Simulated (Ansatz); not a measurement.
Mg3Ti under changes of volume

One of the cells (21.206 Å³/atom); the others are scaled copies at fixed shape and fractional positions:

```
CELL_PARAMETERS angstrom
-2.20097 2.20097 4.37757
2.20097 -2.20097 4.37757
2.20097 2.20097 -4.37757
ATOMIC_POSITIONS crystal
Ti 0.00000 0.00000 0.00000
Mg 0.75000 0.25000 0.50000
Mg 0.25000 0.75000 0.50000
Mg 0.50000 0.50000 0.00000
```

The cell comes from a database or a generator and needn't be the stable form of this composition.

* Program: Ansatz 0.2.0
* Functional: PBE
* Potentials or basis: Ansatz PAW
* Cutoff: 420 eV (not typed: the program's choice for these potentials)
* k mesh: 9 × 9 × 9
* Occupations: fermi-dirac, width 0.05 eV
* Spin: no spin polarisation

| volume (Å³/atom) | energy over the lowest point (meV/atom) | pressure (GPa) |
| --- | --- | --- |
| 19.934 | 8.02 | 2.8 |
| 20.358 | 2.47 | 1.5 |
| 20.782 | 0.00 | 0.4 |
| 21.206 | 0.33 | -0.6 |
| 21.630 | ? | ? |
| 22.054 | 8.37 | -2.3 |
| 22.479 | 15.61 | -3.1 |

Q: What does the run at 21.630 Å³/atom give?

A: Energy over the lowest point 3.20 meV/atom; pressure -1.5 GPa.

Worked out: A Birch-Murnaghan fit of order 3 (a polynomial in V^(-2/3)) to the other rows has its minimum at 20.94 Å³/atom with B0 = V·E''(V) = 50 GPa and B' = 4.0 at fixed shape and positions, which overstates the stiffness. It gives 3.20 meV/atom at 21.630 Å³/atom, against the run's 3.20, and -dE/dV = -1.5 GPa, against -1.5.

Energies are extrapolated to zero smearing.
